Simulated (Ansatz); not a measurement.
# CH₈BGeN: up Jacob's ladder to CCSD(T)

Aim: compute CH₈BGeN with functionals from several rungs and with coupled cluster, and see how far each lands from CCSD(T) at the basis-set limit for the atomisation energy.

Computed with Ansatz 0.2.0, Gaussian basis. Level: functionals in def2-TZVPP, the program's frozen cores in correlated methods.

Levels to be run: PBE-D4, r2SCAN-D4, PBE0-D4, B3LYP-D4, ωB97X-V, ωB97M-V, B2PLYP; CCSD(T)/def2-TZVPP; MP2/def2-QZVPP; extrapolation to the limit.

## 1. The geometry

The geometry comes from an earlier relaxation with PBE0-D4 in a triple-zeta def2 set; it is a stationary point, not always the lowest conformer.

12 atoms, charge 0, spin multiplicity 1.

Atoms are counted from 1 here; the program's logs count them from 0.

Bond lengths: B1–C2 1.513 Å, B1–Ge4 2.130 Å, B1–H5 1.205 Å, B1–H6 1.208 Å, C2–N3 1.321 Å, C2–H7 1.091 Å, N3–H8 1.006 Å, N3–H9 1.008 Å, Ge4–H10 1.541 Å, Ge4–H11 1.549 Å, Ge4–H12 1.547 Å. Angles: C2–B1–Ge4 92.5°, C2–B1–H5 115.0°, C2–B1–H6 116.5°, Ge4–B1–H5 100.9°, Ge4–B1–H6 105.9°, H5–B1–H6 119.7°, B1–C2–N3 126.4°, B1–C2–H7 120.9°, N3–C2–H7 112.6°, C2–N3–H8 122.9°, C2–N3–H9 119.4°, H8–N3–H9 117.5°, B1–Ge4–H10 107.4°, B1–Ge4–H11 112.4°, B1–Ge4–H12 115.0°, H10–Ge4–H11 108.0°, H10–Ge4–H12 107.3°, H11–Ge4–H12 106.4°.

Geometry (Å):

| atom | x (Å) | y (Å) | z (Å) |
| --- | --- | --- | --- |
| B1 | -0.45296 | 0.98465 | -0.31172 |
| C2 | 0.16924 | 0.47446 | 0.97000 |
| N3 | -0.41889 | -0.28169 | 1.87904 |
| Ge4 | 0.44695 | -0.55883 | -1.47165 |
| H5 | 0.07483 | 1.96097 | -0.78183 |
| H6 | -1.64620 | 0.83385 | -0.42889 |
| H7 | 1.22153 | 0.65705 | 1.19379 |
| H8 | 0.08425 | -0.72496 | 2.62869 |
| H9 | -1.39604 | -0.50708 | 1.77747 |
| H10 | 0.06429 | -0.31123 | -2.94406 |
| H11 | -0.06091 | -1.96722 | -1.07600 |
| H12 | 1.99091 | -0.61517 | -1.40085 |

## 2. PBE-D4 (GGA)

in.yaml

```yaml
crystal:
  periodic: [false, false, false]
  atoms:
    - {symbol: B, position_ang: [-0.452960, 0.984648, -0.311715]}
    - {symbol: C, position_ang: [0.169237, 0.474455, 0.970004]}
    - {symbol: N, position_ang: [-0.418892, -0.281693, 1.879042]}
    - {symbol: Ge, position_ang: [0.446950, -0.558835, -1.471652]}
    - {symbol: H, position_ang: [0.074830, 1.960974, -0.781830]}
    - {symbol: H, position_ang: [-1.646205, 0.833852, -0.428890]}
    - {symbol: H, position_ang: [1.221530, 0.657053, 1.193794]}
    - {symbol: H, position_ang: [0.084254, -0.724956, 2.628690]}
    - {symbol: H, position_ang: [-1.396036, -0.507082, 1.777474]}
    - {symbol: H, position_ang: [0.064288, -0.311232, -2.944064]}
    - {symbol: H, position_ang: [-0.060911, -1.967216, -1.076004]}
    - {symbol: H, position_ang: [1.990913, -0.615167, -1.400848]}
basis:
  gaussian: {orbitals: def2-TZVPP}
hamiltonian: {xc: pbe, dispersion: d4}
output: {forces: true, orbitals: {seedname: orbitals}}
```

Started as:

```
ansatz run in.yaml --threads 4 --pin off --events-out ev --progress --plain --max-ram 10444MiB
```

After this run come: r2SCAN-D4 (meta-GGA); PBE0-D4 (hybrid); B3LYP-D4 (hybrid); ωB97X-V (range-separated); ωB97M-V (range-separated); B2PLYP (double hybrid); CCSD(T) in def2-TZVPP; MP2 in def2-QZVPP.

Before running them: what should the planned runs give, taken together? Wanted: atomisation energy, CCSD(T)/CBS; farthest; mean size of error, hybrid; mean size of error, range-separated; gap, smallest and largest; T1 diagnostic; triples share of the correlation energy.

As calculated:

```
                               quantity                                                   value
        atomisation energy, CCSD(T)/CBS                                               40.768 eV
    functionals within 0.408 eV (1.0 %)  r2SCAN-D4, PBE0-D4, B3LYP-D4, ωB97X-V, ωB97M-V, B2PLYP
                               farthest                                      PBE-D4 (+0.836 eV)
             mean size of error, hybrid                                                0.266 eV
    mean size of error, range-separated                                                0.197 eV
              gap, smallest and largest                     3.77 eV (PBE-D4), 9.81 eV (ωB97X-V)
                          T1 diagnostic                                                  0.0142
triples share of the correlation energy                                                   3.9 %
```

What this shows: PBE-D4 is off by +0.836 eV. Double hybrids carry the basis error of their MP2 part in triple zeta, and no dispersion term here, so their miss is partly the set-up's. Misses under about 0.408 eV are within the doubt on the reference itself, which lacks core-valence correlation, relativity and higher excitations, and its outer-core shells are covered unevenly. Hartree-Fock recovers 72 % of the binding; the rest is correlation. The gap grows from 3.8 to 9.8 eV across the functionals, mostly with the share of exact exchange. Correlated methods include outer-core shells of Ge, which these sets cover unevenly.
